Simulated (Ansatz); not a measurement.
Runs of Ansatz 0.2.0 on Ta3AsAu2O13. Symmetry: P-6, No. 174, hexagonal system. Conventional cell: a = 5.452 Å, b = 5.452 Å, c = 9.579 Å, α = 90.00°, β = 90.00°, γ = 120.00°. Around Ta (site symmetry 3) lie 4 O at 1.86 to 2.04 Å. Ta (site symmetry -6) has 6 O at 2.05 Å as nearest neighbours. Around As (site symmetry -6) lie 6 O at 1.91 Å. Au (site symmetry 3) is surrounded by 6 O at 2.15 to 2.34 Å. O (site symmetry -6) has 2 Ta at 1.86 Å as nearest neighbours. O (site symmetry 1) has 1 As at 1.91 Å and 1 Ta at 2.14 Å and 1 Au at 2.15 Å as nearest neighbours. Around O (site symmetry 1) lie 2 Ta at 2.04 to 2.05 Å and 1 Au at 2.34 Å. The cell was built by a generator and needn't be a form met in nature.

```csv
task,level,potentials or basis,U,cell,k mesh,cutoff (eV),target pressure (GPa),points for each segment of the path,hubbard projectors,double counting,gap on the mesh (eV),pressure (GPa),largest force (eV/Å)
relaxation of cell and atoms,PBE,Ansatz PAW soft_1,-,relaxed to 20 GPa,4 × 4 × 2,420,20,-,-,-,none,20.0,-
single point,PBE,Ansatz PAW earlier set,-,as given,6 × 6 × 3,900,-,-,-,-,none,0.0,(a)
relaxation of cell and atoms,PBE,Ansatz PAW soft_1,-,relaxed to 10 GPa,4 × 4 × 2,420,10,-,-,-,none,10.0,-
band structure,r2SCAN,Ansatz PAW soft_1,-,as given,6 × 6 × 3,500,-,10,-,-,none,-6.1,0.30
projected density of states,PBE+U,Ansatz PAW soft_1,"Au d U = 6 eV, Ta d U = 6 eV",as given,6 × 6 × 3,420,-,-,ortho-atomic (the default),fll (the default),none,3.6,(b)
```

Alike in all rows: no spin polarisation; smearing fermi-dirac 0.05 eV.

Problem. Fill in the values left out.

Solution. (a) 0.21; (b) 0.83.

Caveats: the plane-wave basis is chosen anew once the cell has moved, so the energies of steps on either side of that aren't comparable (some runs); spin-orbit coupling is left out, which moves the levels of the heavy elements (some runs); the PAW data sets come from PBE, with cores solved anew for the run's functional, which leaves a small shift of forces and pressure (some runs); U without spin polarisation on a metal has little footing (some runs).

A k mesh can miss the band edges, and the runs leave out spin-orbit coupling on As, Au, Ta.

A gap of «none» marks a metal or a gap under the smearing width.

The runs don't all hold the same shells in valence.
